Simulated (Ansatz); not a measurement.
Write the native input for Ansatz 0.2.0 that does the following.

```yaml
Task: relaxation of cell and atoms
Functional: PBEsol
Dispersion: D3(BJ)
Potentials_or_basis: Ansatz PAW
Cutoff: "420 eV (not typed: the program's choice for these potentials)"
k_mesh: 10 × 10 × 10
Occupations: fermi-dirac, width 0.05 eV
Spin: no spin polarisation
```

Crystal: HfB.

```
Hf B
1.0
     0.00000    2.31000    2.31000
     2.31000    0.00000    2.31000
     2.31000    2.31000    0.00000
Hf B
1 1
Cartesian
  2.3100 2.3100 2.3100
  0.0000 0.0000 0.0000
```

These files were run (other wordings do the same):

input.yaml

```yaml
crystal:
  lattice:
    - [0.0, 2.31, 2.31]
    - [2.31, 0.0, 2.31]
    - [2.31, 2.31, 0.0]
  atoms:
    - { symbol: Hf, position: [0.5, 0.5, 0.5] }
    - { symbol: B, position: [0.0, 0.0, 0.0] }
hamiltonian:
  xc: pbesol
  pseudopotentials: { kind: paw }
  dispersion: d3bj
kpoints:
  mp_grid: { grid: [10, 10, 10] }
scf:
  occupations: { method: fermi_dirac, width: 0.05 }
output:
  forces: true
  stress: true
  eigenvalues: true
relax:
  f_tol: 0.01
  max_steps: 40
  cell: { stress_tol: 0.05 }
```

Potentials or basis: Ansatz PAW.

Run with:

```console
$ ansatz run input.yaml --threads 2 --pin off --max-ram 5632MiB --backend cpu --events-out ev --progress --plain --runs-dir out
```

Results of the run:

```yaml
Relaxed_volume: 13.38 Å³/atom
Relaxed_cell: a = 3.358 Å, b = 3.358 Å, c = 3.358 Å, α = 60.00°, β = 60.00°, γ = 60.00°
Space_group_after_relaxing_to_0.05_Å: Fm-3m (No. 225)
Energy_gained_by_relaxing: 55.3 meV/atom
Ionic_steps: 5
Pressure_after_relaxing: 0.0 GPa
Band_gap_on_the_k_mesh: none (metal or under the smearing width)
```

Caveat: the plane-wave basis is chosen anew once the cell has moved, so the energies of steps on either side of that aren't comparable; pairwise dispersion overbinds metals, which lowers pressure and volume; the PAW data sets come from PBE, with cores solved anew for the run's functional, which leaves a small shift of forces and pressure.

Run time: 3.9 s on 2 threads of Arm Neoverse V2, on a shared host, peak memory 0.31 GiB.
